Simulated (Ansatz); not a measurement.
MgSn2N2:

```
Sn Mg N
1.0
     3.36055    0.00000    0.00000
     0.00000    3.36055    0.00000
     0.00000    0.00000    8.18839
Sn Mg N
2 1 2
Direct
  0.00000 0.00000 0.30786
  0.00000 0.00000 0.69214
  0.50000 0.50000 0.00000
  0.50000 0.00000 0.84730
  0.00000 0.50000 0.15270
```

The cell comes from a database or a generator and needn't be the stable form of this composition.

| Property | Result |
| --- | --- |
| Program | Ansatz 0.2.0 |
| Task | single point |
| Functional | PBE |
| Potentials or basis | Ansatz PAW |
| Cutoff | 420 eV (not typed: the program's choice for these potentials) |
| k mesh | 8 × 8 × 4 |
| Occupations | fermi-dirac, width 0.05 eV |
| Spin | no spin polarisation |

On this cell: pressure 0.1 GPa; largest force 0.125 eV/Å; band gap on the k mesh none (metal or under the smearing width).

The same run follows on a disturbed copy (atoms moved at random, drawn with an rms of 0.05 Å):

```
CELL_PARAMETERS angstrom
3.36055 0.00000 0.00000
0.00000 3.36055 0.00000
0.00000 0.00000 8.18839
ATOMIC_POSITIONS crystal
Sn 0.99056 0.99028 0.30390
Sn 0.00937 0.99054 0.68735
Mg 0.49931 0.50341 0.00572
N 0.49885 0.98327 0.84892
N 0.99788 0.49279 0.15179
```

What does the disturbed cell give?

The energy (extrapolated to zero smearing) moves by +10.8 meV/atom; pressure 0.1 GPa; largest force 0.754 eV/Å; band gap on the k mesh none (metal or under the smearing width).

Forces in eV/Å, atoms in the order of the input:
```
Sn  -0.036  0.113  0.469
Sn  -0.299  0.019  0.581
Mg  -0.041 -0.434 -0.615
N    0.304  0.392 -0.314
N    0.071 -0.090 -0.121
```

Stress tensor (GPa, compression positive):
```
-0.30 -0.02  0.92
-0.02  1.21 -0.37
 0.92 -0.37 -0.61
```
